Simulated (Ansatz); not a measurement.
# C3H3I: small, medium and large basis sets

The task here is to estimate one member of a computed series from the others.

Method: one geometry, several basis sets; program: Ansatz 0.2.0, Gaussian basis.

The runs, in order: PBE0-D4/def2-SVP; ωB97M-V/def2-SVP; PBE0-D4/def2-QZVPP; ωB97M-V/def2-QZVPP; the functionals' def2-TZVPP values are taken from earlier runs.

1 further run of the same task is left out (for a known fault of the program).

## The relaxed structure

The geometry comes from an earlier relaxation with PBE0-D4 in a triple-zeta def2 set; it is a stationary point, not always the lowest conformer. I takes the def2 core potential; no spin-orbit term is included.

SMILES `IC1=CC1`, 7 atoms, charge 0, spin multiplicity 1.

Atoms are counted from 1 here; the program's logs count them from 0.

Bond lengths: I1–C2 2.032 Å, C2–C3 1.287 Å, C2–C4 1.488 Å, C3–C4 1.513 Å, C3–H5 1.076 Å, C4–H6 1.090 Å, C4–H7 1.090 Å. Angles: I1–C2–C3 148.9°, I1–C2–C4 145.6°, C3–C2–C4 65.6°, C2–C3–C4 63.6°, C2–C3–H5 151.2°, C4–C3–H5 145.2°, C2–C4–C3 50.8°, C2–C4–H6 119.5°, C2–C4–H7 119.5°, C3–C4–H6 119.4°, C3–C4–H7 119.4°, H6–C4–H7 114.0°.

The first run:

in.yaml

```yaml
crystal:
  periodic: [false, false, false]
  atoms:
    - {symbol: I, position_ang: [-1.983302, -1.905729, 0.051091]}
    - {symbol: C, position_ang: [-0.425476, -0.601352, 0.051122]}
    - {symbol: C, position_ang: [0.824864, -0.378848, 0.259516]}
    - {symbol: C, position_ang: [0.002179, 0.799426, -0.212409]}
    - {symbol: H, position_ang: [1.805319, -0.711303, 0.551055]}
    - {symbol: H, position_ang: [-0.265059, 1.584405, 0.495482]}
    - {symbol: H, position_ang: [0.102574, 1.145401, -1.241457]}
basis:
  gaussian: {orbitals: def2-SVP}
hamiltonian: {xc: pbe0, dispersion: d4}
output: {orbitals: {seedname: orbitals}}
```

The run is started by

```console
ansatz run in.yaml --threads 2 --pin off --events-out ev --progress --plain --max-ram 4352MiB
```

Among the steps run: PBE0-D4 in def2-SVP; ωB97M-V in def2-SVP; PBE0-D4 in def2-QZVPP; ωB97M-V in def2-QZVPP.

One of the session's tables, all rows but one given; the rest of the session is left out.

It belongs to the step «Functionals by basis». 

| functional | basis | HOMO (eV) |
| --- | --- | --- |
| PBE0-D4 | def2-SVP | -6.94 |
| PBE0-D4 | def2-TZVPP | ? |
| PBE0-D4 | def2-QZVPP | -6.99 |
| ωB97M-V | def2-SVP | -9.02 |
| ωB97M-V | def2-TZVPP | -9.07 |
| ωB97M-V | def2-QZVPP | -9.08 |

**Question.** Estimate the row for PBE0-D4, def2-TZVPP.

**Answer.** HOMO (eV): -6.98. In the column «HOMO (eV)» it lies between PBE0-D4, def2-QZVPP (-6.99) and PBE0-D4, def2-SVP (-6.94).
